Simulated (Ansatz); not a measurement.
# Os: energy and pressure over a range of volumes

The task here is to estimate one member of a computed series from the others.

Method: DFT PBEsol, scalar-relativistic, in Ansatz 0.2.0.

### The starting structure

Symmetry: Fm-3m, No. 225, cubic system. The conventional cell has a = 3.890 Å, b = 3.890 Å, c = 3.890 Å, α = 90.00°, β = 90.00°, γ = 90.00°. Around Os (site symmetry m-3m) lie 12 Os at 2.75 Å.

Coordinates:

```cif
data_structure
_symmetry_space_group_name_H-M 'Fm-3m'
_symmetry_Int_Tables_number 225
_cell_length_a 3.8900
_cell_length_b 3.8900
_cell_length_c 3.8900
_cell_angle_alpha 90.000
_cell_angle_beta 90.000
_cell_angle_gamma 90.000
_cell_volume 58.86
loop_
_atom_site_label
_atom_site_type_symbol
_atom_site_symmetry_multiplicity
_atom_site_Wyckoff_symbol
_atom_site_fract_x
_atom_site_fract_y
_atom_site_fract_z
_atom_site_occupancy
Os1 Os 4 a 0.00000 0.00000 0.00000 1
```

The file gives the conventional cell by its symmetry; the runs use the cell typed in the input.

The first run:

The input, input.yaml:

```yaml
crystal:
  lattice:
    - [0.0, 1.9187129938, 1.9187129938]
    - [1.9187129938, 0.0, 1.9187129938]
    - [1.9187129938, 1.9187129938, 0.0]
  atoms:
    - { symbol: Os, position: [0.0, 0.0, 0.0] }
kpoints:
  mp_grid: { grid: [14, 14, 14] }
  band_path:
    path:
      - [0.0, 0.0, 0.0]
      - [0.5, 0.0, 0.5]
      - [0.625, 0.25, 0.625]
      - [0.375, 0.375, 0.75]
      - [0.0, 0.0, 0.0]
      - [0.5, 0.5, 0.5]
      - [0.5, 0.25, 0.75]
      - [0.5, 0.0, 0.5]
    npoints: 5
scf:
  occupations: { method: fermi_dirac, width: 0.05 }
hamiltonian:
  xc: pbesol
  pseudopotentials: { kind: all_electron, lapw: { basis_error: 0.0005 } }
output:
  forces: true
  stress: true
  eigenvalues: true
```

Started as:

```sh
ansatz run input.yaml --threads 1 --pin off --max-ram 3072MiB --backend cpu --events-out ev --progress --plain --runs-dir out
```

Among the steps run: Volume × 0.96, LAPW; Volume × 0.96, PAW; Volume × 0.96, crystal datasets; Volume × 0.99, LAPW; Volume × 0.99, PAW; Volume × 0.99, crystal datasets; Volume × 1.02, LAPW; Volume × 1.02, PAW; Volume × 1.02, crystal datasets; Volume × 1.06, LAPW; Volume × 1.06, PAW; Volume × 1.06, crystal datasets.

One table of the session follows, with a row left open; its other results are not shown here.

It belongs to the step «Fits». 

| method | volume (Å³/atom) | pressure (GPa) |
| --- | --- | --- |
| LAPW | 14.127 | -5.14 |
| LAPW | 14.569 | -16.54 |
| LAPW | 15.010 | -26.02 |
| LAPW | 15.599 | -36.18 |
| PAW | 14.127 | ? |
| PAW | 14.569 | -16.57 |
| PAW | 15.010 | -26.06 |
| PAW | 15.599 | -36.23 |
| crystal datasets | 14.127 | -5.14 |
| crystal datasets | 14.569 | -16.54 |
| crystal datasets | 15.010 | -26.02 |
| crystal datasets | 15.599 | -36.18 |

Q: Estimate the row for PAW, 14.127 from the others.

The run gave: pressure (GPa): -5.15. In the column «pressure (GPa)» it lies between crystal datasets, 14.569 (-16.54) and LAPW, 14.127 (-5.14).

Caveats from the session: Warnings in the runs' records: gradients without spin orbit, crystal datasets made.
